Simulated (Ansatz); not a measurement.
Consider a check of PAW against all-electron LAPW of C, space group P-3m1 (the Ansatz DFT code, driven from Python).

Script `c.py`:
```python
'''Checking the PAW result for C with LAPW.'''

import ansatz as az
import numpy as np

OCCUPATIONS = 'Fermi-Dirac'
SMEARING_WIDTH = 0.1
XC = 'lda'
K_DENSITY = 3.8


def count_gap(report):
    # lowest empty less highest filled band, counting bands; zero where they overlap
    return max(report.get('gap_by_band_count_ev') or 0.0, 0.0)

vectors = np.array([
    [2.456228, 0.0, 0.0],
    [-1.228114, 2.127155, 0.0],
    [0.0, 0.0, 24.13396],
])
xtal = (
    az.Lattice.of(vectors)
    .atom('C', [0.0, 0.0, 0.570469])
    .atom('C', [0.0, 0.0, 0.429531])
    .atom('C', [1 / 3, 2 / 3, 0.429525])
    .atom('C', [2 / 3, 1 / 3, 0.570475])
)

setup = xtal.calculation()
setup = setup.occupations(OCCUPATIONS, width=SMEARING_WIDTH)
setup = setup.functional(XC)
setup = setup.kpoints(density=K_DENSITY)
setup = setup.stress().forces()
setup = setup.band_table()
variants = {
    'PAW': setup.pseudopotentials('paw'),
    'LAPW': setup.pseudopotentials('all_electron', lapw=True),
}
# totals differ by the cores that each treatment holds, so compare what does not depend on them
rows = []
for label, variant in variants.items():
    summary = variant.run().report
    levels = np.array(summary['eigenvalues_ev'][0]) - summary['fermi_energy_ev']
    print(label, 'levels at the first k-point near E_F:', np.round(levels[np.abs(levels) < 5], 3))
    rows.append((label, summary['n_electrons'], np.trace(summary['stress_gpa']) / 3, float(np.abs(summary['forces_ev_ang']).max()), count_gap(summary)))
print('     treatment  electrons in bands           P GPa  max force component eV/A  gap by band count eV')
for row in rows:
    print(f'{str(row[0]):>14s}  {row[1]:18.1f}  {row[2]:14.3f}  {row[3]:24.4f}  {row[4]:20.3f}')
```

How well do the two treatments of the cores agree on the pressure?

PAW gives -1.113 GPa and LAPW -1.107 GPa, 0.006 GPa apart. They took 1.2 and 37.7 s of processor time.

What the script printed:

Running `python c.py` prints:
```text
DeckWarning: basis.ecutwfc = 420 eV, auto-derived from the records' recommended cutoffs: set by C (normal level)
PAW levels at the first k-point near E_F: [-3.011 -3.011 -3.003 -3.003  3.469  3.998  4.591]
LAPW levels at the first k-point near E_F: [-3.019 -3.019 -3.011 -3.011  3.47   4.004  4.675]
     treatment  electrons in bands           P GPa  max force component eV/A  gap by band count eV
           PAW                16.0          -1.113                    0.0218                 0.000
          LAPW                24.0          -1.107                    0.0220                 0.000
```
(Warnings from the package without file and line.)

The cell holds layers, chains or clusters in vacuum, no bulk phase; its stress is averaged over the vacuum too and scales with the cell's height. The computed bands are complete only to about 5.3 eV above the Fermi level. This isn't the structure that C takes at ambient conditions. Gaps and levels are Kohn-Sham values on a finite set of k-points. Pressure is positive in compression; the treatments may keep other shells as core, so totals and counts of electrons can differ. It ran for 40 s on 1 thread of Intel(R) Xeon(R) Processor @ 2.30GHz, on a shared host, peak memory 1.2 GiB.
